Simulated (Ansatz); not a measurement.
Working through a comparison of norm-conserving and PAW potentials of ZnBi3, space group Pm-3m

Program: Ansatz 0.2.0 through its Python package.

`znbi3.cif`
```cif
data_ZnBi3
_cell_length_a 4.873164
_cell_length_b 4.873164
_cell_length_c 4.873164
_cell_angle_alpha 90.00000
_cell_angle_beta 90.00000
_cell_angle_gamma 90.00000
_symmetry_space_group_name_H-M 'P 1'
_symmetry_Int_Tables_number 1
loop_
_symmetry_equiv_pos_as_xyz
'x, y, z'
loop_
_atom_site_label
_atom_site_type_symbol
_atom_site_fract_x
_atom_site_fract_y
_atom_site_fract_z
Zn1 Zn    0.000000    0.000000    0.000000
Bi2 Bi    0.000000    0.500000    0.500000
Bi3 Bi    0.500000    0.000000    0.500000
Bi4 Bi    0.500000    0.500000    0.000000
```

Typed at the interpreter:
```pycon
>>> import ansatz as az
>>> from ase.io import read
>>> import numpy as np
>>> import pandas as pd
>>> def count_gap(report):
...     # lowest empty less highest filled band, counting bands; zero where they overlap
...     return max(report.get('gap_by_band_count_ev') or 0.0, 0.0)
...
>>> atoms = read('znbi3.cif')
>>> structure = az.Crystal.from_ase(atoms)
>>> structure.resolved().tree()['lattice']
((4.873164, 0.0, 0.0), (0.0, 4.873164, 0.0), (0.0, 0.0, 4.873164))
>>> setup = (
...     structure.calculation()
...     .functional(az.Functional.PBESOL, dispersion='d4')
...     .kpoints(4, 4, 4, center='monkhorst-pack')
...     .occupations('Marzari-Vanderbilt')
...     .scf(tolerance=1e-09, lower_state_search='standard', self_checks='high')
...     .stress()
...     .forces()
...     .band_table()
... )
>>> variants = {
...     'PAW': setup.pseudopotentials('paw'),
...     'norm-conserving': setup.pseudopotentials('nc'),
... }
>>> # totals differ by the cores that each treatment holds, so compare what does not depend on them
>>> rows = []
>>> for label, variant in variants.items():
...     r = variant.run().report
...     levels = np.array(r['eigenvalues_ev'][0]) - r['fermi_energy_ev']
...     print(label, 'levels at the first k-point near E_F:', np.round(levels[np.abs(levels) < 5], 3))
...     rows.append((label, r['n_electrons'], np.trace(r['stress_gpa']) / 3, count_gap(r)))
...
DeckWarning: basis.ecutwfc = 420 eV, auto-derived from the records' recommended cutoffs: set by Zn (normal level)
DeckWarning: output.stress: scf.convergence.dr2_threshold = 1e-9 eV is looser than the 4e-10 eV advised for a printed stress (1e-10 eV for each atom of the cell: 4). What an SCF threshold leaves in a stress goes as its square root, and in the free energy as the threshold itself, and one threshold admits the most on a [...]
PAW levels at the first k-point near E_F: [-4.465 -3.096 -3.096 -1.639 -0.084 -0.084  1.001  1.295  2.35   2.35
  4.785]
DeckWarning: basis.ecutwfc = 1142.878222 eV, auto-derived from the records' recommended cutoffs: set by Zn (normal level)
norm-conserving levels at the first k-point near E_F: [-4.464 -3.097 -3.097 -1.642 -0.084 -0.084  1.002  1.292  2.348  2.348]
>>> print(pd.DataFrame(rows, columns=['treatment', 'electrons in bands', 'P GPa', 'gap by band count eV']).round(4).to_string(index=False))
      treatment  electrons in bands   P GPa  gap by band count eV
            PAW                57.0 -4.2224                   0.0
norm-conserving                65.0 -4.3050                   0.0
```

PAW gives -4.222 GPa and norm-conserving -4.305 GPa, 0.08 GPa apart. They took 1.5 and 4.7 s of processor time.

These settings explore the input space; cutoff and mesh may be short of convergence. The computed bands are complete only to about 2.3 eV above the Fermi level. Dispersion corrections can be off by several per cent in the lattices of metals, and by several GPa in the pressure at a fixed cell. The mesh is modest for a metal, so energies can be off by several to tens of meV an atom and pressures by half a GPa or more; differences at equal mesh fare better. A gap by band count of zero or less means overlapping bands, a metal, and at an odd count of electrons it is no gap at all. The structure comes from a database of computed cells and needn't be a stable or known phase. Gaps and levels are Kohn-Sham values on a finite set of k-points, without spin-orbit coupling. Warnings are shown shortened and without file and line. Stress is positive in compression. Run time: 7.1 s on 1 thread of Arm Neoverse V2, with other jobs on the host, peak memory 0.67 GiB.
